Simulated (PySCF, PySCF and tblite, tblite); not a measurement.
**C₅H₆S₂: conformers and averaged spectra**

Aim: find the conformers of C₅H₆S₂ (`CSc1cccs1`), weigh them, and average their properties.

Programs: PySCF 2.14.0 with density-fitted response routines of our own, and tblite 0.8.0. All values are computed, except where a source is named. Atoms count from 0 throughout.

### 1 The molecule as given

13 atoms, charge 0, multiplicity 1; geometry from: MMFF94s geometry.

Bonds of the start (Å): C0–H7 1.10, C0–H8 1.09, C0–H9 1.10, C0–S1 1.82, C2–C3 1.38, C2–S6 1.71, C3–C4 1.44, C3–H10 1.08, C4–C5 1.37, C4–H11 1.09, C5–H12 1.09, C5–S6 1.72, S1–C2 1.75.

### 2 GFN2-xTB relaxation, conformer 1

Job settings and geometry (Å):

```
{"job": {"xc": "GFN2-xTB", "basis": "xTB", "kind": "relax"}, "charge": 0, "multiplicity": 1}
C      2.642700     0.248300     0.038400
S      1.406700     0.698500    -1.225500
C     -0.081200     0.321600    -0.377200
C     -1.106600    -0.446300    -0.903400
C     -2.212600    -0.567200     0.006700
C     -2.010800     0.143600     1.158300
S     -0.491300     0.943600     1.160700
H      2.603700     0.950400     0.886900
H      3.638200     0.299800    -0.400800
H      2.463800    -0.769600     0.402500
H     -1.063600    -0.928100    -1.870400
H     -3.115400    -1.136000    -0.201500
H     -2.678000     0.242000     2.016600
```

The run is started by

```bash
> OMP_NUM_THREADS=1 python ens_run.py task.json out
```

One launch serves the whole session.

Output:

```text
step      E/eV     max force
  0    -550.22072    1.516
  1    -550.27127    0.519
  2    -550.28427    0.203
  3    -550.28800    0.138
  4    -550.29096    0.129
  5    -550.29273    0.152
  6    -550.29427    0.135
  7    -550.29525    0.077
  8    -550.29591    0.064
  9    -550.29640    0.081
 10    -550.29684    0.086
 11    -550.29722    0.066
 12    -550.29757    0.050
 13    -550.29797    0.067
 14    -550.29847    0.091
 15    -550.29902    0.087
 16    -550.29952    0.059
 17    -550.29990    0.051
 18    -550.30022    0.058
 19    -550.30056    0.079
 20    -550.30097    0.085
 21    -550.30146    0.077
 22    -550.30200    0.066
 23    -550.30264    0.067
 24    -550.30344    0.073
 25    -550.30439    0.085
 26    -550.30529    0.077
 27    -550.30604    0.071
 28    -550.30679    0.076
 29    -550.30780    0.101
 30    -550.30908    0.125
 31    -550.31016    0.096
 32    -550.31070    0.044
 33    -550.31095    0.042
 34    -550.31124    0.050
 35    -550.31161    0.057
 36    -550.31199    0.052
 37    -550.31234    0.048
 38    -550.31274    0.059
 39    -550.31333    0.075
 40    -550.31427    0.072
 41    -550.31498    0.058
 42    -550.31555    0.058
 43    -550.31610    0.068
 44    -550.31698    0.082
 45    -550.31810    0.099
 46    -550.31932    0.116
 47    -550.32007    0.116
 48    -550.32122    0.085
 49    -550.32240    0.089
 50    -550.32374    0.084
 51    -550.32499    0.103
 52    -550.32585    0.083
 53    -550.32667    0.129
 54    -550.32767    0.091
 55    -550.32832    0.052
 56    -550.32881    0.029
 57    -550.32881    0.029
 58    -550.32886    0.028
 59    -550.32898    0.026
 60    -550.32905    0.033
 61    -550.32923    0.042
 62    -550.32947    0.055
 63    -550.32980    0.054
 64    -550.33017    0.056
 65    -550.33060    0.066
 66    -550.33111    0.076
 67    -550.33163    0.067
 68    -550.33206    0.048
 69    -550.33239    0.045
 70    -550.33276    0.059
 71    -550.33325    0.057
 72    -550.33377    0.059
 73    -550.33418    0.054
 74    -550.33449    0.046
 75    -550.33479    0.052
 76    -550.33509    0.043
 77    -550.33534    0.037
 78    -550.33549    0.032
 79    -550.33560    0.037
 80    -550.33571    0.030
 81    -550.33586    0.024
 82    -550.33592    0.019
 83    -550.33597    0.022
 84    -550.33603    0.021
 85    -550.33615    0.029
 86    -550.33632    0.032
 87    -550.33652    0.029
 88    -550.33666    0.032
 89    -550.33677    0.032
 90    -550.33686    0.026
 91    -550.33696    0.024
 92    -550.33705    0.028
 93    -550.33711    0.022
 94    -550.33716    0.020
 95    -550.33719    0.013
 96    -550.33721    0.013
 97    -550.33722    0.012
 98    -550.33723    0.011
 99    -550.33724    0.013
100    -550.33727    0.014
101    -550.33730    0.017
102    -550.33733    0.014
103    -550.33736    0.018
104    -550.33741    0.018
105    -550.33746    0.020
106    -550.33752    0.020
107    -550.33758    0.019
108    -550.33764    0.030
109    -550.33774    0.041
110    -550.33788    0.043
111    -550.33802    0.029
112    -550.33814    0.027
113    -550.33825    0.034
114    -550.33840    0.041
115    -550.33857    0.042
116    -550.33868    0.034
117    -550.33874    0.027
118    -550.33880    0.016
119    -550.33883    0.011
120    -550.33885    0.012
121    -550.33886    0.009
122    -550.33887    0.006
123    -550.33887    0.006
124    -550.33888    0.004
```

Wall time 0.72 s (1 thread of Arm Neoverse V1, shared host).

The energy fell by 0.118 eV, and the atoms moved 0.48 Å (root mean square).

### 3 Shieldings, conformer 1: PBE0/pcSseg-1 in chloroform

Job settings and geometry (Å):

```
{"job": {"xc": "PBE0", "basis": "pcSseg-1", "solvent": "chloroform", "kind": "nmr", "pop": true}, "charge": 0, "multiplicity": 1}
C      2.632605     0.410384     0.104263
S      1.516451    -0.063123    -1.245768
C     -0.020493    -0.107236    -0.411792
C     -1.221436    -0.415790    -0.980208
C     -2.286361    -0.370034    -0.055224
C     -1.888085    -0.030593     1.195310
S     -0.189950     0.244648     1.281225
H      2.339045     1.380470     0.495325
H      3.627750     0.462978    -0.325332
H      2.597903    -0.343810     0.885431
H     -1.329481    -0.664025    -2.019682
H     -3.307358    -0.582836    -0.316818
H     -2.474979     0.079454     2.084739
```

Output:

```text
coarse grid: 12400 points
cycle   1  E = -989.8606978368  dE =  1.179e+00  |g| = 3.481e-01  |ddm| = 3.719e+00
cycle   2  E = -989.8360974962  dE =  2.460e-02  |g| = 4.603e-01  |ddm| = 7.633e-01
cycle   3  E = -989.8917493543  dE = -5.565e-02  |g| = 7.297e-02  |ddm| = 5.007e-01
cycle   4  E = -989.8930160112  dE = -1.267e-03  |g| = 3.060e-02  |ddm| = 1.018e-01
cycle   5  E = -989.8932297708  dE = -2.138e-04  |g| = 1.101e-02  |ddm| = 3.914e-02
cycle   6  E = -989.8932596314  dE = -2.986e-05  |g| = 2.777e-03  |ddm| = 1.354e-02
cycle   7  E = -989.8932613847  dE = -1.753e-06  |g| = 1.003e-03  |ddm| = 3.238e-03
final grid: 111768 points
cycle   8  E = -989.9402481645  dE = -1.935e-05  |g| = 1.030e-02  |ddm| = 3.154e-02
cycle   9  E = -989.9402275894  dE =  2.058e-05  |g| = 1.359e-02  |ddm| = 2.249e-02
cycle  10  E = -989.9402744825  dE = -4.689e-05  |g| = 7.526e-04  |ddm| = 1.369e-02
cycle  11  E = -989.9402746235  dE = -1.409e-07  |g| = 2.340e-04  |ddm| = 1.007e-03
cycle  12  E = -989.9402746371  dE = -1.369e-08  |g| = 5.553e-05  |ddm| = 2.717e-04
cycle  13  E = -989.9402746377  dE = -6.000e-10  |g| = 2.852e-05  |ddm| = 7.415e-05
converged SCF energy = -989.9402746377

GIAO shielding tensors (ppm)
atom      isotropic    diamagn.    paramagn.     s11        s22        s33       span
  0 C      164.842     252.007     -87.164    147.058    163.000    184.469     37.411
  1 S      488.023    1055.767    -567.744    283.655    450.696    729.717    446.061
  2 C       33.633     264.971    -231.337    -37.009     30.009    107.901    144.910
  3 C       62.184     249.501    -187.317    -17.254     55.824    147.981    165.235
  4 C       53.678     253.374    -199.695    -28.852     41.083    148.803    177.655
  5 C       57.188     261.049    -203.861    -26.303     53.561    144.305    170.608
  6 S      279.982    1057.724    -777.743    121.213    328.567    390.165    268.951
  7 H       29.005      30.072      -1.067     24.435     27.132     35.447     11.012
  8 H       29.110      27.559       1.552     23.613     26.003     37.715     14.102
  9 H       29.004      30.058      -1.054     24.421     27.156     35.434     11.013
 10 H       24.645      31.277      -6.631     20.711     24.372     28.853      8.141
 11 H       24.390      29.768      -5.377     21.199     24.430     27.541      6.342
 12 H       24.549      30.824      -6.276     21.386     24.043     28.217      6.831
```

Run time: 23 s. Hardware: 1 thread of Arm Neoverse V1, shared host; peak memory 0.84 GiB.

In short: HOMO -5.94 eV, LUMO -0.40 eV; dipole 1.26 D.

The fields below are evaluated on a grid from the run's orbitals.

Frontier orbitals at PBE0/pcSseg-1, with the share of their density that lies nearest to each atom:

```
orbital  energy (eV)                                                 lies on
   HOMO        -5.94                S1 40 %; C5 18 %; C2, C3 about 13 % each
   LUMO        -0.40  C2, C5 about 22 % each; S6 19 %; C3, C4 about 9 % each
```

ELF in a plane through or near 11 of the atoms.

Values, 10 rows by 14 columns:
```
0.00 0.00 0.00 0.00 0.00 0.00 0.00 0.00 0.00 0.00 0.00 0.00 0.00 0.00
0.00 0.00 0.00 0.00 0.00 0.00 0.00 0.00 0.00 0.00 0.00 0.00 0.00 0.00
0.00 0.00 0.00 0.00 0.00 0.02 0.57 0.51 0.03 0.84 0.97 0.01 0.00 0.00
0.00 0.00 0.00 0.03 0.09 0.03 0.91 0.28 0.71 0.88 0.94 0.02 0.00 0.00
0.00 0.00 0.21 0.32 0.64 0.12 0.50 0.26 0.73 0.37 0.16 0.02 0.00 0.00
0.00 0.00 0.99 1.00 0.15 0.60 0.64 0.23 0.30 0.31 0.98 0.99 0.09 0.00
0.00 0.00 0.59 0.33 0.41 0.89 0.70 0.67 0.50 0.58 0.71 0.94 0.01 0.00
0.00 0.00 0.00 0.01 0.51 0.92 0.54 0.12 1.00 0.93 0.00 0.00 0.00 0.00
0.00 0.00 0.00 0.00 0.05 0.25 0.07 0.01 0.77 0.36 0.00 0.00 0.00 0.00
0.00 0.00 0.00 0.00 0.00 0.00 0.00 0.00 0.00 0.00 0.00 0.00 0.00 0.00
```
The map spans 12.5 Å across and 9.5 Å up, centred on the molecule. Atoms in the plane (x, y in Å): C0 (-2.7, 0.1), S1 (-1.5, -1.3), C2 (0.0, -0.5), C3 (1.2, -1.1), C4 (2.3, -0.2), C5 (1.9, 1.1), S6 (0.2, 1.3), H8 (-3.7, -0.3), H10 (1.3, -2.2), H11 (3.3, -0.5), H12 (2.5, 2.0).

log10 of the density (e/Å³) in the same plane.

Ten even steps from ' ' (-4.0) to '@' (3.0):
```
                                                        
                                                        
                        ..................              
                    ....::::::::::::::::::..            
              ......::----====------====--::..          
          ....::::::::--==++++======++++==--::..        
        ..::::--------==++++**++++++**++==--::..        
      ..::----======--==++**%%++++**##++==--::..        
      ::----==++++++====++++**++++****++==--::::..      
    ..::==++++**##++====++++++++==++**++++==--::..      
    ..--==++******++++++++****++++++******++==--::      
    ..::--==++++++++**++++**********++++++++==--::      
      ::------====**@@##++++++++##**++======--::..      
      ....::----==++**++++====++**++++------::..        
          ..::--==++++++==----==++++==--::....          
            ..::--======------======--::..              
              ..::::::::::::::::----::..                
                ......................                  
                                                        
                                                        
```
The map spans 12.5 Å across and 9.5 Å up, centred on the molecule. Atoms in the plane (x, y in Å): C0 (-2.7, 0.1), S1 (-1.5, -1.3), C2 (0.0, -0.5), C3 (1.2, -1.1), C4 (2.3, -0.2), C5 (1.9, 1.1), S6 (0.2, 1.3), H8 (-3.7, -0.3), H10 (1.3, -2.2), H11 (3.3, -0.5), H12 (2.5, 2.0).

On the surface of density 0.002 e/bohr³ the electrostatic potential runs, from the 1st to the 99th percentile, from -0.95 V near S1 to 1.17 V near H8.

### 4 Averages: properties at PBE0/pcSseg-1 in chloroform

Job settings and geometry (Å):

```
{"job": {"study": "conf", "smiles": "CSc1cccs1", "search": {"seed": 2771, "n_embed": 60, "ff_keep": 14, "window": 5.0, "nmax": 10, "temps": [150, 220, 298.15, 350, 600], "t_ref": 298.15, "order": 0.001, "w0": 0}, "level": {"nmr": {"xc": "PBE0", "basis": "pcSseg-1", "solvent": "chloroform"}}, "kind": "conf"}, "charge": 0, "multiplicity": 1}
C      2.632605     0.410384     0.104263
S      1.516451    -0.063123    -1.245768
C     -0.020493    -0.107236    -0.411792
C     -1.221436    -0.415790    -0.980208
C     -2.286361    -0.370034    -0.055224
C     -1.888085    -0.030593     1.195310
S     -0.189950     0.244648     1.281225
H      2.339045     1.380470     0.495325
H      3.627750     0.462978    -0.325332
H      2.597903    -0.343810     0.885431
H     -1.329481    -0.664025    -2.019682
H     -3.307358    -0.582836    -0.316818
H     -2.474979     0.079454     2.084739
```

Output:

```text
conformer  sym    E(xTB)   E(DFT)   G(298.15 K)  weight  dipole/D
    1     Cs      0.000    0.000    0.000   1.0000    1.262

mean shielding (ppm) by class
class atoms           150 K      220 K   298.15 K      350 K      600 K
  0 C  0            164.842    164.842    164.842    164.842    164.842
  1 S  1            488.023    488.023    488.023    488.023    488.023
  2 C  2             33.633     33.633     33.633     33.633     33.633
  3 C  3             62.184     62.184     62.184     62.184     62.184
  4 C  4             53.678     53.678     53.678     53.678     53.678
  5 C  5             57.188     57.188     57.188     57.188     57.188
  6 S  6            279.981    279.981    279.981    279.981    279.981
  7 H  7,8,9          29.04      29.04      29.04      29.04      29.04
  8 H  10            24.645     24.645     24.645     24.645     24.645
  9 H  11             24.39      24.39      24.39      24.39      24.39
 10 H  12            24.549     24.549     24.549     24.549     24.549
```

Wall time 24 s (1 thread of Arm Neoverse V1, shared host). This counts the runs that the step sums up.

The search (ETKDG and KDG, MMFF94s, GFN2-xTB) embedded 60 structures, kept 1 distinct ones after the force field and 1 after xTB; 1 was carried on (window 5.0 kcal/mol at the search's own energies). Energies: PBE0/pcSseg-1 in chloroform with D3(BJ).

The conformers at 298 K:

```
no.  group  mirror pair  ΔE xTB  ΔE DFT    ΔG  weight (%)  μ (D)  C0–S1–C2–S6 (°)     A, B, C (GHz)
  1     Cs           no    0.00    0.00  0.00       100.0   1.26                0  4.04, 1.42, 1.06
```

Energies in kcal/mol. ΔG holds xTB vibrations and rotation, symmetry numbers and mirror pairs.

Shifts against references run at the same level (¹H TMS 31.70, ¹³C TMS 187.6 ppm of shielding), by class of atoms, at 298 K:

```
     atoms                                         environment  average
        C2                      aromatic carbon bearing sulfur    154.0
        C4                                         aromatic CH    133.9
        C5                 aromatic CH next to the ring sulfur    130.4
        C3                                         aromatic CH    125.4
        C0                           methyl carbon bonded to S     22.7
       H11                          hydrogen on an aromatic CH     7.31
       H12  hydrogen on an aromatic CH next to the ring sulfur     7.15
       H10                          hydrogen on an aromatic CH     7.05
H7, H8, H9             hydrogen on a methyl carbon bonded to S     2.66
        S6                                aromatic ring sulfur  280 (σ)
        S1                                      sulfide sulfur  488 (σ)
```

Effective distances for nuclear Overhauser effects, ⟨r⁻⁶⟩^(−1/6) over all pairs of two classes (Å): H10···H11 2.61; H11···H12 2.63.

### 5 Shieldings, conformer 1: HF/pcSseg-1 in chloroform

The job, as its differences from that of step 3:

```diff
@@ -1,2 +1,2 @@
-{"job": {"xc": "PBE0", "basis": "pcSseg-1", "solvent": "chloroform", "kind": "nmr", "pop": true}, "charge": 0, "multiplicity": 1}
+{"job": {"xc": "HF", "basis": "pcSseg-1", "solvent": "chloroform", "kind": "nmr", "pop": false}, "charge": 0, "multiplicity": 1}
 C      2.632605     0.410384     0.104263
```

Output:

```text
final grid: 111768 points
cycle   1  E = -987.6816322900  dE =  1.986e+00  |g| = 4.963e-01  |ddm| = 3.571e+00
cycle   2  E = -987.7608876471  dE = -7.926e-02  |g| = 2.405e-01  |ddm| = 7.354e-01
cycle   3  E = -987.7755836505  dE = -1.470e-02  |g| = 7.645e-02  |ddm| = 3.180e-01
cycle   4  E = -987.7779993220  dE = -2.416e-03  |g| = 2.195e-02  |ddm| = 1.501e-01
cycle   5  E = -987.7781809507  dE = -1.816e-04  |g| = 6.474e-03  |ddm| = 3.290e-02
cycle   6  E = -987.7782179658  dE = -3.702e-05  |g| = 2.653e-03  |ddm| = 1.803e-02
cycle   7  E = -987.7782254132  dE = -7.447e-06  |g| = 9.575e-04  |ddm| = 8.803e-03
cycle   8  E = -987.7782264914  dE = -1.078e-06  |g| = 3.893e-04  |ddm| = 3.537e-03
cycle   9  E = -987.7782266311  dE = -1.397e-07  |g| = 1.240e-04  |ddm| = 1.269e-03
cycle  10  E = -987.7782266505  dE = -1.936e-08  |g| = 5.241e-05  |ddm| = 5.062e-04
cycle  11  E = -987.7782266530  dE = -2.548e-09  |g| = 2.083e-05  |ddm| = 1.518e-04
cycle  12  E = -987.7782266535  dE = -4.343e-10  |g| = 9.576e-06  |ddm| = 6.040e-05
converged SCF energy = -987.7782266535

GIAO shielding tensors (ppm)
atom      isotropic    diamagn.    paramagn.     s11        s22        s33       span
  0 C      174.505     249.840     -75.334    158.296    176.234    188.986     30.690
  1 S      558.747    1054.023    -495.276    352.606    506.458    817.177    464.570
  2 C       35.389     263.349    -227.960    -59.591     33.976    131.780    191.371
  3 C       65.857     252.134    -186.276    -30.462     68.369    159.664    190.126
  4 C       58.850     255.497    -196.647    -39.783     53.491    162.841    202.625
  5 C       58.999     261.087    -202.088    -40.867     60.270    157.594    198.461
  6 S      344.389    1056.043    -711.653    163.036    420.428    449.704    286.668
  7 H       29.453      29.950      -0.497     24.447     27.791     36.120     11.674
  8 H       29.609      28.027       1.582     23.733     26.121     38.972     15.239
  9 H       29.452      29.943      -0.492     24.431     27.818     36.106     11.676
 10 H       24.970      31.578      -6.608     20.469     24.464     29.978      9.509
 11 H       24.784      29.706      -4.922     21.104     24.428     28.820      7.717
 12 H       24.830      30.794      -5.964     21.326     24.557     28.607      7.280
```

Run time: 9.2 s. Hardware: 1 thread of Arm Neoverse V1, shared host; peak memory 0.89 GiB.

This run: HOMO -8.02 eV, LUMO 3.11 eV; dipole 1.21 D.

### 6 The ensemble: properties at HF/pcSseg-1 in chloroform

Job settings and geometry (Å):

```
{"job": {"study": "conf", "smiles": "CSc1cccs1", "search": {"seed": 2771, "n_embed": 60, "ff_keep": 14, "window": 5.0, "nmax": 10, "temps": [150, 220, 298.15, 350, 600], "t_ref": 298.15, "order": 0.001, "w0": 0}, "level": {"nmr": {"xc": "HF", "basis": "pcSseg-1", "solvent": "chloroform"}, "change": "HF/pcSseg-1; solvent chloroform", "top": 4}, "kind": "conf"}, "charge": 0, "multiplicity": 1}
C      2.632605     0.410384     0.104263
S      1.516451    -0.063123    -1.245768
C     -0.020493    -0.107236    -0.411792
C     -1.221436    -0.415790    -0.980208
C     -2.286361    -0.370034    -0.055224
C     -1.888085    -0.030593     1.195310
S     -0.189950     0.244648     1.281225
H      2.339045     1.380470     0.495325
H      3.627750     0.462978    -0.325332
H      2.597903    -0.343810     0.885431
H     -1.329481    -0.664025    -2.019682
H     -3.307358    -0.582836    -0.316818
H     -2.474979     0.079454     2.084739
```

Output:

```text
conformer  sym    E(xTB)   E(DFT)   G(298.15 K)  weight  dipole/D
    1     Cs      0.000    0.000    0.000   1.0000    1.212

mean shielding (ppm) by class
class atoms           150 K      220 K   298.15 K      350 K      600 K
  0 C  0            174.505    174.505    174.505    174.505    174.505
  1 S  1            558.747    558.747    558.747    558.747    558.747
  2 C  2             35.389     35.389     35.389     35.389     35.389
  3 C  3             65.857     65.857     65.857     65.857     65.857
  4 C  4              58.85      58.85      58.85      58.85      58.85
  5 C  5             58.999     58.999     58.999     58.999     58.999
  6 S  6            344.389    344.389    344.389    344.389    344.389
  7 H  7,8,9         29.504     29.504     29.504     29.504     29.504
  8 H  10             24.97      24.97      24.97      24.97      24.97
  9 H  11            24.784     24.784     24.784     24.784     24.784
 10 H  12             24.83      24.83      24.83      24.83      24.83
```

Run time: 9.3 s. Hardware: 1 thread of Arm Neoverse V1, shared host. This counts the runs that the step sums up.

Against the first level, at 298 K (shieldings, ppm; largest changes first):

```
     atoms  PBE0/pcSseg-1 in chloroform  HF/pcSseg-1 in chloroform  change
        S1                          488                        559     +71
        S6                          280                        344     +64
        C0                        164.8                      174.5    +9.7
        C4                         53.7                       58.9    +5.2
        C3                         62.2                       65.9    +3.7
        C5                         57.2                       59.0    +1.8
        C2                         33.6                       35.4    +1.8
H7, H8, H9                        29.04                      29.50   +0.46
       H11                        24.39                      24.78   +0.39
       H10                        24.64                      24.97   +0.32
```

Weights: from PBE0/pcSseg-1 in chloroform energies 1: 100 %; from HF/pcSseg-1 in chloroform energies 1: 100 % (with a dispersion term where the level has one and the same thermal terms, so they don't follow from the SCF energies alone). Times: 24 s and 9.3 s.

### 7 What came out

| quantity | value |
| --- | --- |
| conformers | 1; the first in weight is no. 1 (Cs), 100 % at 298 K |
| root-mean-square dipole | 1.26 D |
| averaged ¹³C shifts (PBE0/pcSseg-1 in chloroform) | 154.0, 133.9, 130.4, 125.4, 22.7 ppm |
| averaged ¹H shifts (PBE0/pcSseg-1 in chloroform) | 7.31, 7.15, 7.05, 2.66 ppm |

In words: The search found one conformer in the window, so the averages are its own values. Going from PBE0/pcSseg-1 in chloroform to HF/pcSseg-1 in chloroform moves S1 most, by 71 ppm of raw shielding.
